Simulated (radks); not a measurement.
# La⁺ in [Kr] 4d10 5s1 5p6 5d2 6p1: an all-electron calculation

The task here is to estimate one member of a computed series from the others.

Program: radks (a radial shooting solver on a logarithmic mesh, Libxc functionals) version 1. Level of theory: non-relativistic Kohn-Sham, B86b exchange with PBE correlation, spin-unpolarised, spherical densities, point nucleus. These are calculated values, not measurements, unless marked.

## The system

```
element       : lanthanum (Z = 57)
charge        : +1
electrons     : 56
configuration : [Kr] 4d10 5s1 5p6 5d2 6p1
```

The outer shells:

La⁺
```
[Kr] core
4d [↑↓][↑↓][↑↓][↑↓][↑↓]
5s [↑ ]
5p [↑↓][↑↓][↑↓]
5d [↑ ][↑ ][  ][  ][  ]
6p [↑ ][  ][  ]
```

The first run:

Input:

```text
Z 57
configuration [Kr] 4d10 5s1 5p6 5d2 6p1
relativity non-relativistic
functional b86_mgc,pbe
spin unpolarised
nucleus point
```

One table of the session follows, with a row left open; its other results are not shown here.

It belongs to the step «Shells». From the orbitals of this run (lengths in bohr):

```
level      <r>  outermost maximum (interpolated)  90 % within  nodes
   1s  0.02665                            0.0177       0.0474      0
   2s   0.1142                            0.0972        0.175      1
   2p  0.09711                            0.0759        0.157      0
   3s   0.2997                             0.274        0.439      2
   3p   0.2897                             0.261        0.433      1
   3d   0.2605                             0.211        0.407      0
   4s   0.6837                             0.636        0.980      3
   4p   0.7052                             0.647         1.02      2
   4d   0.7622                             0.670         1.14      1
   5s        ?                                 ?            ?      ?
   5p    1.789                              1.59         2.59      3
   5d    2.523                              2.06         3.84      2
   6p    4.890                              4.37         7.04      4
```

**Question.** Estimate the row for 5s.

The run gave: <r>: 1.607; outermost maximum (interpolated): 1.46; 90 % within: 2.30; nodes: 4. In the column «<r>» it lies between 4d (0.7622) and 5p (1.789).
